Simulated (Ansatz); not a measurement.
# Sc3Ge5: the cost of one run

Program: Ansatz 0.2.0. Level of theory: DFT PBE, scalar-relativistic, plane waves, PAW. These are calculated values, not measurements.

1 further run of the same task is left out (set aside as unsound or not needed).

## Step 1: The structure to begin with

It takes space group Im-3m (No. 229, cubic). The conventional cell has a = 6.719 Å, b = 6.719 Å, c = 6.719 Å, α = 90.00°, β = 90.00°, γ = 90.00°. Sc (site symmetry 4/mmm) is surrounded by 8 Ge at 2.91 Å. Ge (site symmetry m-3m) is surrounded by 8 Ge at 2.91 Å. Ge (site symmetry -3m) is surrounded by 6 Sc at 2.91 Å and 2 Ge at 2.91 Å.

Coordinates:

```
Sc Ge
1.0
    -3.35971    3.35971    3.35971
     3.35971   -3.35971    3.35971
     3.35971    3.35971   -3.35971
Sc Ge
3 5
Direct
  0.00000 0.50000 0.50000
  0.50000 0.50000 0.00000
  0.50000 0.00000 0.50000
  0.00000 0.00000 0.00000
  0.00000 0.00000 0.50000
  0.00000 0.50000 0.00000
  0.50000 0.00000 0.00000
  0.50000 0.50000 0.50000
```

The cell was relaxed beforehand at this level, from a database cell with other species swapped in; it is a trial structure. At a tolerance of 0.05 Å it has space group Im-3m (No. 229); it has 18.96 Å³/atom, an uncorrected energy of -0.44 eV/atom over the elements.

## Step 2: Bands, states and charges

input.yaml

```yaml
crystal:
  lattice:
    - [-3.3597095303, 3.3597095303, 3.3597095303]
    - [3.3597095303, -3.3597095303, 3.3597095303]
    - [3.3597095303, 3.3597095303, -3.3597095303]
  atoms:
    - { symbol: Sc, position: [0.0, 0.5, 0.5] }
    - { symbol: Sc, position: [0.5, 0.5, 0.0] }
    - { symbol: Sc, position: [0.5, 0.0, 0.5] }
    - { symbol: Ge, position: [0.0, 0.0, 0.0] }
    - { symbol: Ge, position: [0.0, 0.0, 0.5] }
    - { symbol: Ge, position: [0.0, 0.5, 0.0] }
    - { symbol: Ge, position: [0.5, 0.0, 0.0] }
    - { symbol: Ge, position: [0.5, 0.5, 0.5] }
basis:
  ecutwfc: 420
kpoints:
  mp_grid: { grid: [8, 8, 8] }
  band_path:
    path:
      - [[0.0, 0.0, 0.0], [0.5, -0.5, 0.5], [0.0, 0.0, 0.5], [0.0, 0.0, 0.0], [0.25, 0.25, 0.25], [0.5, -0.5, 0.5]]
      - [[0.25, 0.25, 0.25], [0.0, 0.0, 0.5]]
    npoints: 14
hamiltonian:
  xc: pbe
scf:
  occupations: { method: gaussian, width: 0.1 }
  n_extra_bands: 20
output:
  forces: true
  stress: true
  eigenvalues: true
  populations: true
  dos: { projected: true, de: 0.02, nscf_kmesh: { grid: [10, 10, 10] } }
  bader: true
  write_density: true
  write_potential: true
  elf: true
  volumetric_format: npy
```

Started as:

```sh
$ ansatz run input.yaml --threads 1 --pin off --max-ram 2048MiB --backend cpu --events-out ev --progress --plain --runs-dir out
```

What time and memory should one allow on 1 thread of Arm Neoverse V2, shared host?

About 88 s, with a peak of 0.76 GiB.
